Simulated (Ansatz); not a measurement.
# CH₇FO₂Si₂: up Jacob's ladder to CCSD(T)

The task here is to estimate one member of a computed series from the others.

Computed with Ansatz 0.2.0, Gaussian basis. Level: functionals in def2-TZVPP, the program's frozen cores in correlated methods.

The runs, in order: PBE-D4, r2SCAN-D4, PBE0-D4, B3LYP-D4, ωB97X-V, ωB97M-V, B2PLYP; CCSD(T)/def2-TZVPP; MP2/def2-QZVPP; extrapolation to the limit.

## The geometry

All runs share one geometry, relaxed beforehand with PBE0-D4 in a triple-zeta def2 set.

SMILES `CO[SiH](F)O[SiH3]`, 13 atoms, charge 0, spin multiplicity 1.

Atoms are counted from 1 here; the program's logs count them from 0.

Bond lengths: C1–O2 1.412 Å, C1–H7 1.095 Å, C1–H8 1.090 Å, C1–H9 1.094 Å, O2–Si3 1.621 Å, Si3–F4 1.592 Å, Si3–O5 1.608 Å, Si3–H10 1.472 Å, O5–Si6 1.644 Å, Si6–H11 1.482 Å, Si6–H12 1.484 Å, Si6–H13 1.484 Å. Angles: O2–C1–H7 111.4°, O2–C1–H8 108.1°, O2–C1–H9 111.1°, H7–C1–H8 108.5°, H7–C1–H9 108.9°, H8–C1–H9 108.8°, C1–O2–Si3 125.6°, O2–Si3–F4 109.3°, O2–Si3–O5 107.9°, O2–Si3–H10 112.8°, F4–Si3–O5 109.6°, F4–Si3–H10 106.7°, O5–Si3–H10 110.6°, Si3–O5–Si6 144.6°, O5–Si6–H11 107.5°, O5–Si6–H12 109.8°, O5–Si6–H13 110.3°, H11–Si6–H12 109.8° and more.

The first run:

in.yaml

```yaml
crystal:
  periodic: [false, false, false]
  atoms:
    - {symbol: C, position_ang: [0.753634, -1.376272, -1.839395]}
    - {symbol: O, position_ang: [0.307385, -0.760342, -0.649544]}
    - {symbol: Si, position_ang: [0.783078, 0.689464, -0.102154]}
    - {symbol: F, position_ang: [0.505311, 1.790377, -1.217587]}
    - {symbol: O, position_ang: [-0.075808, 1.027888, 1.214430]}
    - {symbol: Si, position_ang: [-1.466508, 0.702108, 2.027764]}
    - {symbol: H, position_ang: [1.843911, -1.478745, -1.852475]}
    - {symbol: H, position_ang: [0.311934, -2.371906, -1.890657]}
    - {symbol: H, position_ang: [0.441343, -0.805928, -2.718788]}
    - {symbol: H, position_ang: [2.224140, 0.742133, 0.192871]}
    - {symbol: H, position_ang: [-1.619950, 1.733551, 3.080976]}
    - {symbol: H, position_ang: [-1.381192, -0.641907, 2.650660]}
    - {symbol: H, position_ang: [-2.627266, 0.749579, 1.103919]}
basis:
  gaussian: {orbitals: def2-TZVPP}
hamiltonian: {xc: pbe, dispersion: d4}
output: {forces: true, orbitals: {seedname: orbitals}}
```

Run with:

```bash
$ ansatz run in.yaml --threads 2 --pin off --events-out ev --progress --plain --max-ram 32768MiB --backend cuda --devices 0, --max-vram 18GiB
```

Among the steps run: PBE-D4 (GGA); r2SCAN-D4 (meta-GGA); PBE0-D4 (hybrid); B3LYP-D4 (hybrid); ωB97X-V (range-separated); ωB97M-V (range-separated); B2PLYP (double hybrid); CCSD(T) in def2-TZVPP; MP2 in def2-QZVPP.

One of the session's tables, all rows but one given; the rest of the session is left out.

```
            method  atomisation energy (kJ/mol)
            PBE-D4                       4977.7
         r2SCAN-D4                       4968.9
           PBE0-D4                       4904.8
          B3LYP-D4                       4953.2
           ωB97X-V                       4988.0
           ωB97M-V                       4980.4
            B2PLYP                       4918.1
     HF/def2-TZVPP                       3710.7
    MP2/def2-TZVPP                       4948.3
   CCSD/def2-TZVPP                            ?
CCSD(T)/def2-TZVPP                       4854.9
           MP2/CBS                       5087.4
       CCSD(T)/CBS                       4994.1
```

Estimate the missing values for CCSD/def2-TZVPP.

**Answer.** atomisation energy (kJ/mol): 4795.8. In the column «atomisation energy (kJ/mol)» it lies between HF/def2-TZVPP (3710.7) and CCSD(T)/def2-TZVPP (4854.9).
